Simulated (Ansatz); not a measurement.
# Si8BO16: the cost of one run

All numbers below are computed with Ansatz 0.2.0 (DFT PBE+D3(BJ), plane waves, PAW, scalar-relativistic, collinear spin).

1 further run of the same task is left out (it didn't finish).

## (1) The structure to begin with

The cell holds 25 atoms (BO16Si8): a = 5.889 Å, b = 5.889 Å, c = 5.327 Å, α = 90.00°, β = 90.00°, γ = 90.00°.

Structure file:

```xyz
25
Lattice="-4.1642 -4.1642 0.0000 4.1642 -4.1642 0.0000 0.0000 0.0000 5.3272" Properties=species:S:1:pos:R:3 pbc="T T T"
Si    0.0000   -4.1642    0.0000
Si    2.0821   -2.0821    1.3318
O     1.2813   -2.8829    0.0000
O     0.8008   -0.8008    1.3318
O    -1.2813   -5.4455    0.0000
O     3.3634   -3.3634    1.3318
Si    0.0000   -4.1642    2.6636
Si    2.0821   -2.0821    3.9954
O     1.2813   -2.8829    2.6636
O     0.8008   -0.8008    3.9954
O    -1.2813   -5.4455    2.6636
O     3.3634   -3.3634    3.9954
Si    0.0000    0.0000    0.0000
Si   -2.0821   -2.0821    1.3318
O    -2.8829   -2.8829    0.0000
O     0.8008   -4.9650    1.3318
O    -1.2813   -1.2813    0.0000
O    -0.8008   -3.3634    1.3318
Si    0.0000    0.0000    2.6636
Si   -2.0821   -2.0821    3.9954
O    -2.8829   -2.8829    2.6636
O     0.8008   -4.9650    3.9954
O    -1.2813   -1.2813    2.6636
O    -0.8008   -3.3634    3.9954
B    -1.7608   -4.6822    3.9732
```

## (2) End point A

Input file input.yaml:

```yaml
crystal:
  lattice:
    - [-4.1642, -4.1642, 0.0]
    - [4.1642, -4.1642, 0.0]
    - [0.0, 0.0, 5.3272]
  atoms:
    - { symbol: Si, position: [0.5, 0.5, 0.0] }
    - { symbol: Si, position: [0.0, 0.5, 0.25] }
    - { symbol: O, position: [0.1923, 0.5, 0.0] }
    - { symbol: O, position: [0.0, 0.1923, 0.25] }
    - { symbol: O, position: [0.8077, 0.5, 0.0] }
    - { symbol: O, position: [0.0, 0.8077, 0.25] }
    - { symbol: Si, position: [0.5, 0.5, 0.5] }
    - { symbol: Si, position: [0.0, 0.5, 0.75] }
    - { symbol: O, position: [0.1923, 0.5, 0.5] }
    - { symbol: O, position: [0.0, 0.1923, 0.75] }
    - { symbol: O, position: [0.8077, 0.5, 0.5] }
    - { symbol: O, position: [0.0, 0.8077, 0.75] }
    - { symbol: Si, position: [0.0, 0.0, 0.0] }
    - { symbol: Si, position: [0.5, 0.0, 0.25] }
    - { symbol: O, position: [0.6923, 0.0, 0.0] }
    - { symbol: O, position: [0.5, 0.6923, 0.25] }
    - { symbol: O, position: [0.3077, 0.0, 0.0] }
    - { symbol: O, position: [0.5, 0.3077, 0.25] }
    - { symbol: Si, position: [0.0, 0.0, 0.5] }
    - { symbol: Si, position: [0.5, 0.0, 0.75] }
    - { symbol: O, position: [0.6923, 0.0, 0.5] }
    - { symbol: O, position: [0.5, 0.6923, 0.75] }
    - { symbol: O, position: [0.3077, 0.0, 0.5] }
    - { symbol: O, position: [0.5, 0.3077, 0.75] }
    - { symbol: B, position: [0.7736177, 0.3507837, 0.7458289], spin: 1.0 }
magnetization:
  spin_polarized: true
basis:
  ecutwfc: 420.0
kpoints:
  mp_grid: { grid: [2, 2, 2] }
hamiltonian:
  xc: pbe
  dispersion: d3bj
  pseudopotentials: { kind: paw, azcp: { folder: soft_1 } }
scf:
  occupations: { method: gaussian, width: 0.05 }
  lower_state_search: "off"
relax:
  f_tol: 0.03
  max_steps: 60
  adjacent_minimum: "off"
```

Run with:

```bash
$ ansatz run input.yaml --threads 2 --pin off --max-ram 5120MiB --backend cpu --events-out ev --progress --plain --runs-dir out
```

What time and memory should one allow on 2 threads of Arm Neoverse V2, shared host?

About 90 s, with a peak of 0.59 GiB.
